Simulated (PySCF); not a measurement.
# CH₅FGe: electronic excitations at several levels of theory, part 2 of 2

PySCF 2.14.0. Atoms count from 0.

## 7. TDDFT and polarisability: LC-wPBE/def2-SVPD

What the job is given:

```
{"job": {"kind": "uv", "xc": "LC-wPBE", "basis": "def2-SVPD", "ip": true}, "charge": 0, "multiplicity": 1}
F     -1.339825     1.088085     0.993695
C     -0.862623     0.138257     0.120161
Ge     1.107828     0.197837     0.096606
H     -1.212170    -0.858075     0.440600
H     -1.270967     0.331699    -0.886489
H      1.638778    -0.876989    -0.870760
H      1.572426     1.588118    -0.366261
H      1.635144    -0.073345     1.515013
```

Level: TDDFT LC-wPBE/def2-SVPD, vertical, gas phase, core orbitals frozen in the response.

The log of the run:

```text
coarse grid: 30256 points
cycle   1  E = -2217.1746255840  dE = -6.116e-01  |g| = 5.963e-01  |ddm| = 2.826e+00
cycle   2  E = -2217.1824276861  dE = -7.802e-03  |g| = 6.147e-01  |ddm| = 7.587e-01
cycle   3  E = -2217.2316002025  dE = -4.917e-02  |g| = 4.708e-02  |ddm| = 3.952e-01
cycle   4  E = -2217.2319967837  dE = -3.966e-04  |g| = 2.534e-02  |ddm| = 8.851e-02
cycle   5  E = -2217.2320951583  dE = -9.837e-05  |g| = 5.160e-03  |ddm| = 3.447e-02
cycle   6  E = -2217.2321007256  dE = -5.567e-06  |g| = 1.077e-03  |ddm| = 1.348e-02
final grid: 62712 points
cycle   7  E = -2217.2319672220  dE = -2.687e-07  |g| = 6.467e-04  |ddm| = 2.531e-03
cycle   8  E = -2217.2319672195  dE =  2.568e-09  |g| = 5.519e-04  |ddm| = 1.292e-03
cycle   9  E = -2217.2319672624  dE = -4.298e-08  |g| = 5.974e-05  |ddm| = 4.129e-04
cycle  10  E = -2217.2319672641  dE = -1.668e-09  |g| = 3.045e-05  |ddm| = 1.594e-04
cycle  11  E = -2217.2319672646  dE = -4.511e-10  |g| = 2.826e-06  |ddm| = 9.873e-05
converged SCF energy = -2217.2319672646

Static polarisability (au): isotropic 45.650, principal 42.889 44.140 49.921

Singlet excitations
state   eV       nm        f      main configurations
  1   8.2438    150.4   0.03796   H->L+2 0.36, H->L+1 0.35, H->L 0.15
  2   8.5483    145.0   0.00797   H->L 0.45, H->L+2 0.38, H->L+1 0.09
  3   9.0814    136.5   0.00755   H-1->L+1 0.47, H-1->L 0.17, H->L+3 0.15
  4   9.2690    133.8   0.34371   H->L+1 0.44, H->L 0.31
  5   9.3045    133.3   0.00883   H->L+3 0.66, H-1->L 0.10
  6   9.3750    132.2   0.08946   H-2->L 0.41, H-2->L+1 0.28, H-2->L+2 0.10
  7   9.3920    132.0   0.17870   H-1->L 0.49, H-1->L+2 0.16, H-1->L+1 0.15
  8   9.5566    129.7   0.01072   H-1->L+2 0.33, H-3->L+1 0.14, H-2->L+3 0.13
  9   9.6290    128.8   0.16148   H-2->L 0.46, H-2->L+1 0.37
 10   9.6870    128.0   0.01143   H->L+4 0.80

Triplet excitations (Tamm-Dancoff, eV): 7.5973 7.9217 8.2275 8.3166
Vertical ionisation energy (delta-SCF) = 11.0974 eV
```

Wall time 38 s (1 thread of Arm Neoverse V1, shared host); peak memory 0.52 GiB.

Key values: HOMO -11.28 eV, LUMO 1.90 eV; lowest singlet 8.24 eV.

## 8. Excited states and response: PBE0/6-31G*

Same as in step 7 but for these lines:

```diff
@@ -1,2 +1,2 @@
-{"job": {"kind": "uv", "xc": "LC-wPBE", "basis": "def2-SVPD", "ip": true}, "charge": 0, "multiplicity": 1}
+{"job": {"kind": "uv", "xc": "PBE0", "basis": "6-31G*"}, "charge": 0, "multiplicity": 1}
 F     -1.339825     1.088085     0.993695
```

With the program's defaults for keys left out, this is: TDDFT PBE0/6-31G*, vertical, gas phase, core orbitals frozen in the response.

The log of the run:

```text
coarse grid: 30256 points
cycle   1  E = -2217.1848325762  dE = -5.584e-01  |g| = 5.401e-01  |ddm| = 2.387e+00
cycle   2  E = -2217.1521397772  dE =  3.269e-02  |g| = 7.206e-01  |ddm| = 8.246e-01
cycle   3  E = -2217.2255703857  dE = -7.343e-02  |g| = 5.724e-02  |ddm| = 5.042e-01
cycle   4  E = -2217.2260061587  dE = -4.358e-04  |g| = 2.154e-02  |ddm| = 3.954e-02
cycle   5  E = -2217.2260716916  dE = -6.553e-05  |g| = 2.803e-03  |ddm| = 1.508e-02
cycle   6  E = -2217.2260733168  dE = -1.625e-06  |g| = 6.333e-04  |ddm| = 3.322e-03
final grid: 62712 points
cycle   7  E = -2217.2260121824  dE =  1.996e-08  |g| = 6.835e-04  |ddm| = 1.260e-03
cycle   8  E = -2217.2260121364  dE =  4.598e-08  |g| = 7.990e-04  |ddm| = 1.377e-03
cycle   9  E = -2217.2260123054  dE = -1.690e-07  |g| = 5.979e-05  |ddm| = 7.297e-04
cycle  10  E = -2217.2260123059  dE = -5.043e-10  |g| = 9.108e-06  |ddm| = 3.726e-05
converged SCF energy = -2217.2260123059

Static polarisability (au): isotropic 37.518, principal 35.405 35.751 41.397

Singlet excitations
state   eV       nm        f      main configurations
  1   8.1397    152.3   0.18867   H->L 0.93
  2   8.3414    148.6   0.00118   H->L+1 0.93
  3   8.8821    139.6   0.00096   H-1->L 0.84, H->L+2 0.14
  4   9.0672    136.7   0.00351   H->L+2 0.82, H-1->L 0.13
  5   9.2688    133.8   0.00274   H-2->L 0.94
  6   9.4215    131.6   0.00243   H-1->L+1 0.84
  7   9.5389    130.0   0.13888   H->L+3 0.87
  8   9.5773    129.5   0.01100   H-3->L 0.93
  9   9.9875    124.1   0.00737   H-3->L+1 0.71, H-2->L+2 0.20
 10  10.1419    122.2   0.01253   H->L+4 0.84

Triplet excitations (Tamm-Dancoff, eV): 7.2505 7.6396 8.5017 8.6332
```

Run time: 4.4 s. Hardware: 1 thread of Arm Neoverse V1, shared host; peak memory 0.38 GiB.

This run: HOMO -8.20 eV, LUMO 1.07 eV; lowest singlet 8.14 eV.

## 9. TDDFT and polarisability: PBE0/def2-SVP

Same as in step 8 but for these lines:

```diff
@@ -1,2 +1,2 @@
-{"job": {"kind": "uv", "xc": "PBE0", "basis": "6-31G*"}, "charge": 0, "multiplicity": 1}
+{"job": {"kind": "uv", "xc": "PBE0", "basis": "def2-SVP"}, "charge": 0, "multiplicity": 1}
 F     -1.339825     1.088085     0.993695
```

Method: TDDFT PBE0/def2-SVP, vertical, gas phase, core orbitals frozen in the response.

The log of the run:

```text
coarse grid: 30256 points
cycle   1  E = -2217.1124443486  dE = -5.821e-01  |g| = 5.303e-01  |ddm| = 2.588e+00
cycle   2  E = -2217.0821875624  dE =  3.026e-02  |g| = 6.950e-01  |ddm| = 8.370e-01
cycle   3  E = -2217.1520690443  dE = -6.988e-02  |g| = 5.993e-02  |ddm| = 5.093e-01
cycle   4  E = -2217.1525606554  dE = -4.916e-04  |g| = 2.228e-02  |ddm| = 4.372e-02
cycle   5  E = -2217.1526279424  dE = -6.729e-05  |g| = 2.864e-03  |ddm| = 1.589e-02
cycle   6  E = -2217.1526293851  dE = -1.443e-06  |g| = 7.363e-04  |ddm| = 3.276e-03
final grid: 62712 points
cycle   7  E = -2217.1525820545  dE =  3.697e-08  |g| = 8.265e-04  |ddm| = 1.611e-03
cycle   8  E = -2217.1525819808  dE =  7.363e-08  |g| = 9.811e-04  |ddm| = 1.740e-03
cycle   9  E = -2217.1525822349  dE = -2.541e-07  |g| = 7.149e-05  |ddm| = 9.322e-04
cycle  10  E = -2217.1525822357  dE = -7.735e-10  |g| = 8.597e-06  |ddm| = 4.791e-05
converged SCF energy = -2217.1525822357

Static polarisability (au): isotropic 40.127, principal 38.360 38.690 43.331

Singlet excitations
state   eV       nm        f      main configurations
  1   8.2046    151.1   0.11444   H->L 0.72, H->L+1 0.24
  2   8.3053    149.3   0.02602   H->L+1 0.71, H->L 0.25
  3   8.7793    141.2   0.00049   H->L+2 0.79, H-1->L 0.19
  4   9.0133    137.6   0.00002   H-1->L 0.73, H->L+2 0.16, H-1->L+1 0.09
  5   9.3133    133.1   0.01249   H-1->L+1 0.42, H-2->L 0.42
  6   9.3224    133.0   0.01419   H-2->L 0.47, H-1->L+1 0.36
  7   9.4208    131.6   0.09941   H->L+3 0.87
  8   9.6807    128.1   0.02089   H-3->L 0.77, H-3->L+1 0.18
  9   9.8167    126.3   0.00545   H-3->L+1 0.52, H-2->L+2 0.32, H-3->L 0.12
 10   9.8979    125.3   0.00165   H->L+4 0.62, H-2->L+1 0.25

Triplet excitations (Tamm-Dancoff, eV): 7.4103 7.6062 8.2406 8.3741
```

Wall time 5.3 s (1 thread of Arm Neoverse V1, shared host); peak memory 0.42 GiB.

This run: HOMO -8.37 eV, LUMO 1.07 eV; lowest singlet 8.20 eV.

## 10. TDDFT and polarisability: PBE0/def2-TZVP

Same as in step 9 but for these lines:

```diff
@@ -1,2 +1,2 @@
-{"job": {"kind": "uv", "xc": "PBE0", "basis": "def2-SVP"}, "charge": 0, "multiplicity": 1}
+{"job": {"kind": "uv", "xc": "PBE0", "basis": "def2-TZVP"}, "charge": 0, "multiplicity": 1}
 F     -1.339825     1.088085     0.993695
```

With the program's defaults for keys left out, this is: TDDFT PBE0/def2-TZVP, vertical, gas phase, core orbitals frozen in the response.

The log of the run:

```text
coarse grid: 30256 points
cycle   1  E = -2217.5311761237  dE = -5.515e-01  |g| = 7.315e-01  |ddm| = 1.977e+00
cycle   2  E = -2217.4873099449  dE =  4.387e-02  |g| = 9.502e-01  |ddm| = 7.772e-01
cycle   3  E = -2217.5812039794  dE = -9.389e-02  |g| = 9.978e-02  |ddm| = 4.877e-01
cycle   4  E = -2217.5824363540  dE = -1.232e-03  |g| = 2.853e-02  |ddm| = 5.270e-02
cycle   5  E = -2217.5825329123  dE = -9.656e-05  |g| = 4.374e-03  |ddm| = 1.565e-02
cycle   6  E = -2217.5825359807  dE = -3.068e-06  |g| = 1.076e-03  |ddm| = 3.916e-03
final grid: 62712 points
cycle   7  E = -2217.5825377597  dE =  1.054e-07  |g| = 1.287e-03  |ddm| = 2.009e-03
cycle   8  E = -2217.5825375487  dE =  2.109e-07  |g| = 1.603e-03  |ddm| = 2.164e-03
cycle   9  E = -2217.5825381669  dE = -6.182e-07  |g| = 8.748e-05  |ddm| = 1.172e-03
cycle  10  E = -2217.5825381678  dE = -8.304e-10  |g| = 1.634e-05  |ddm| = 4.585e-05
converged SCF energy = -2217.5825381678

Static polarisability (au): isotropic 45.197, principal 42.303 43.358 49.928

Singlet excitations
state   eV       nm        f      main configurations
  1   7.9724    155.5   0.08228   H->L 0.66, H->L+1 0.26
  2   8.1034    153.0   0.01379   H->L+1 0.64, H->L 0.31
  3   8.6885    142.7   0.00025   H->L+3 0.64, H-1->L 0.34
  4   8.8057    140.8   0.23243   H->L+2 0.87
  5   8.8559    140.0   0.00020   H-1->L 0.56, H->L+3 0.30, H-1->L+1 0.11
  6   9.1366    135.7   0.02611   H-2->L 0.83
  7   9.1519    135.5   0.01460   H-1->L+1 0.58, H-1->L+2 0.14
  8   9.3726    132.3   0.01784   H->L+4 0.83
  9   9.5397    130.0   0.07525   H-3->L 0.39, H-1->L+2 0.33, H-3->L+1 0.23
 10   9.5696    129.6   0.05679   H-1->L+2 0.46, H-3->L 0.13, H-1->L+1 0.12

Triplet excitations (Tamm-Dancoff, eV): 7.2632 7.4268 7.9607 8.0352
```

Wall time 9.9 s (1 thread of Arm Neoverse V1, shared host); peak memory 0.63 GiB.

In short: HOMO -8.48 eV, LUMO 0.78 eV; lowest singlet 7.97 eV.

## 11. Ultraviolet spectrum: PBE0/aug-cc-pVDZ

Same as in step 10 but for these lines:

```diff
@@ -1,2 +1,2 @@
-{"job": {"kind": "uv", "xc": "PBE0", "basis": "def2-TZVP"}, "charge": 0, "multiplicity": 1}
+{"job": {"kind": "uv", "xc": "PBE0", "basis": "aug-cc-pVDZ"}, "charge": 0, "multiplicity": 1}
 F     -1.339825     1.088085     0.993695
```

Method: TDDFT PBE0/aug-cc-pVDZ, vertical, gas phase, core orbitals frozen in the response.

The log of the run:

```text
coarse grid: 30256 points
cycle   1  E = -2217.4817172814  dE = -5.370e-01  |g| = 3.927e-01  |ddm| = 5.127e+00
cycle   2  E = -2217.4557744232  dE =  2.594e-02  |g| = 5.697e-01  |ddm| = 1.129e+00
cycle   3  E = -2217.5083744886  dE = -5.260e-02  |g| = 4.751e-02  |ddm| = 5.938e-01
cycle   4  E = -2217.5087269410  dE = -3.525e-04  |g| = 1.190e-02  |ddm| = 1.029e-01
cycle   5  E = -2217.5087560740  dE = -2.913e-05  |g| = 4.304e-03  |ddm| = 3.714e-02
cycle   6  E = -2217.5087604761  dE = -4.402e-06  |g| = 8.857e-04  |ddm| = 8.778e-03
final grid: 62712 points
cycle   7  E = -2217.5087180961  dE =  1.106e-08  |g| = 9.341e-04  |ddm| = 5.468e-03
cycle   8  E = -2217.5087180226  dE =  7.347e-08  |g| = 1.074e-03  |ddm| = 4.062e-03
cycle   9  E = -2217.5087183266  dE = -3.040e-07  |g| = 8.693e-05  |ddm| = 2.090e-03
cycle  10  E = -2217.5087183282  dE = -1.541e-09  |g| = 1.458e-05  |ddm| = 1.874e-04
cycle  11  E = -2217.5087183282  dE = -3.502e-11  |g| = 2.380e-06  |ddm| = 2.157e-05
converged SCF energy = -2217.5087183282

Static polarisability (au): isotropic 47.758, principal 44.449 45.998 52.828

Singlet excitations
state   eV       nm        f      main configurations
  1   7.2555    170.9   0.02743   H->L 0.95
  2   7.6686    161.7   0.02530   H->L+2 0.63, H->L+1 0.24
  3   7.8603    157.7   0.17412   H->L+1 0.69, H->L+2 0.25
  4   8.0945    153.2   0.01936   H->L+3 0.89
  5   8.1591    152.0   0.00814   H-1->L 0.87
  6   8.4548    146.6   0.02819   H-2->L 0.68, H->L+4 0.23
  7   8.4714    146.4   0.09775   H-1->L+1 0.56, H->L+6 0.27
  8   8.4758    146.3   0.09098   H->L+4 0.64, H-2->L 0.23
  9   8.5690    144.7   0.00463   H->L+6 0.58, H-1->L+1 0.30
 10   8.6440    143.4   0.04057   H->L+5 0.60, H->L+7 0.27, H-2->L+1 0.09

Triplet excitations (Tamm-Dancoff, eV): 6.9372 7.1929 7.3151 7.7031
```

Run time: 9.4 s. Hardware: 1 thread of Arm Neoverse V1, shared host; peak memory 0.57 GiB.

In short: HOMO -8.51 eV, LUMO -0.15 eV; lowest singlet 7.26 eV.

## 12. Run by run: electronic excitations

Excitations and ground-state properties, with basis size and wall time:

```csv
run,lowest singlet (eV),brightest (eV),f,gap (eV),α (Å³),μ (D),functions,time
B3LYP/def2-SVPD,7.43,8.11,0.227,8.36,7.04,1.61,121,37 s
PBE0/def2-SVPD,7.66,8.35,0.256,8.87,6.97,1.59,121,28 s
BHandHLYP/def2-SVPD,8.16,8.92,0.333,10.70,6.75,1.73,121,30 s
CAM-B3LYP/def2-SVPD,7.79,8.62,0.292,10.89,6.94,1.68,121,37 s
wB97X-D/def2-SVPD,8.01,8.78,0.322,12.27,6.92,1.63,121,37 s
LC-wPBE/def2-SVPD,8.24,9.27,0.344,13.18,6.76,1.67,121,38 s
PBE0/6-31G*,8.14,8.14,0.189,9.27,5.56,1.49,70,4.4 s
PBE0/def2-SVP,8.20,8.20,0.114,9.44,5.95,1.53,85,5.3 s
PBE0/def2-TZVP,7.97,8.81,0.232,9.26,6.70,1.50,140,9.9 s
PBE0/aug-cc-pVDZ,7.26,7.86,0.174,8.35,7.08,1.55,127,9.4 s
```

## 13. Outcome

What follows sums up all 2 parts.

```
                                quantity                        value
        lowest singlet (B3LYP/def2-SVPD)  7.43 eV (167 nm), f = 0.013
brightest single state of those computed  state 3, 8.11 eV, f = 0.227
                          lowest triplet                      7.08 eV
       vertical ionisation energy (ΔSCF)                     10.91 eV
             range of the lowest singlet              7.26 to 8.24 eV
```

What this shows: Single values in the summary come from the first sound run of each kind (B3LYP/def2-SVPD), which need not be the best level. The lowest singlet, at 7.43 eV, is HOMO→LUMO 0.96 and is weak; of the 10 states computed, the strongest absorption comes from state 3 at 8.11 eV. The lowest triplet lies 0.35 eV below the lowest singlet (triplets in Tamm-Dancoff, singlets in full TDDFT). ΔSCF puts the ionisation energy at 10.91 eV, 2.56 eV above −ε(HOMO). The lowest singlet runs from 7.26 eV (PBE0/aug-cc-pVDZ) to 8.24 eV (LC-wPBE/def2-SVPD), while the orbital gap spans 8.35 to 13.18 eV. The lowest state need not be the same one in every run.
